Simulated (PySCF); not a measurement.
# EuH6O3 (Eu(H2O)33+): the cost of one run

Program: PySCF 2.14.0. Level of theory: several levels, as the steps say, no spin–orbit coupling. These are calculated values, not measurements.

2 further runs of the same task are left out: 1 for a known fault of the program, 1 that didn't finish.

### 1 Where the work starts

10 atoms, charge 3, spin multiplicity 1.

Bond lengths: Eu1–O2 2.299 Å, Eu1–O5 2.299 Å, Eu1–O8 2.299 Å, O2–H3 0.998 Å, O2–H4 0.998 Å, O5–H6 0.998 Å, O5–H7 0.998 Å, O8–H9 0.998 Å, O8–H10 0.998 Å. Angles: O2–Eu1–O5 120.0°, O2–Eu1–O8 120.0°, O5–Eu1–O8 120.0°, Eu1–O2–H3 128.6°, Eu1–O2–H4 128.6°, H3–O2–H4 102.9°, Eu1–O5–H6 128.6°, Eu1–O5–H7 128.6°, H6–O5–H7 102.9°, Eu1–O8–H9 128.6°, Eu1–O8–H10 128.6°, H9–O8–H10 102.9°.

Geometry (Å):

```csv
atom,x (Å),y (Å),z (Å)
Eu1,0.00000,0.00000,0.00000
O2,2.29948,-0.00001,0.00000
H3,2.92123,0.76573,0.14893
H4,2.92122,-0.76576,-0.14893
O5,-1.14973,1.99142,0.00000
H6,-2.12375,2.14700,0.14893
H7,-0.79745,2.91273,-0.14893
O8,-1.14975,-1.99140,0.00000
H9,-0.79748,-2.91272,0.14893
H10,-2.12378,-2.14697,-0.14893
```

Formal oxidation states: Eu +3. Each metal's 6 4f electrons lie in its core potential, so multiplicities, spins and levels count the valence alone. An earlier session relaxed this geometry at TPSS, Eu lcecp-1-SVP with ECP52, O def2-SVP, H def2-SVP (singlet, point group D3).

At TPSS on the finer grid: E = -263.378870 Eh, HOMO -23.28 eV, LUMO -17.49 eV, Mulliken charge on Eu1 +1.91 e, largest force component 0.005 eV/Å. 

Levels to run: BP86; M06-L; CAM-B3LYP; r2SCAN; TPSS, TZVP. Hardware: 2 threads of Arm Neoverse V1, shared host.

### 2 BP86

The input, run.py (the lines that set the calculation):

```python
mol = gto.M(atom='''
Eu     0.00000     0.00000     0.00000
O      2.29948    -0.00001     0.00000
H      2.92123     0.76573     0.14893
H      2.92122    -0.76576    -0.14893
O     -1.14973     1.99142     0.00000
H     -2.12375     2.14700     0.14893
H     -0.79745     2.91273    -0.14893
O     -1.14975    -1.99140     0.00000
H     -0.79748    -2.91272     0.14893
H     -2.12378    -2.14697    -0.14893''',
    basis={'Eu': 'lcecp-1-SVP', 'O': 'def2-SVP', 'H': 'def2-SVP'},
    ecp={'Eu': 'lcecp-1-SVP'},
    charge=3, spin=0)
mf = dft.RKS(mol, xc='B88,P86')
mf.grids.atom_grid = (75, 302)  # f atoms: unpruned, at least (60, 302)
mf = mf.density_fit()  # fitting sets: Eu AutoAux, O def2-universal-JKFIT, H def2-universal-JKFIT
mf.conv_tol = 1e-08; mf.max_cycle = 55
mf.kernel(dm0)  # dm0: the density of the relaxed state
```

Launch:

```
OMP_NUM_THREADS=2 python run.py
```

**Question.** How long does this run take on 2 threads of Arm Neoverse V1, shared host?

About 5.7 s.
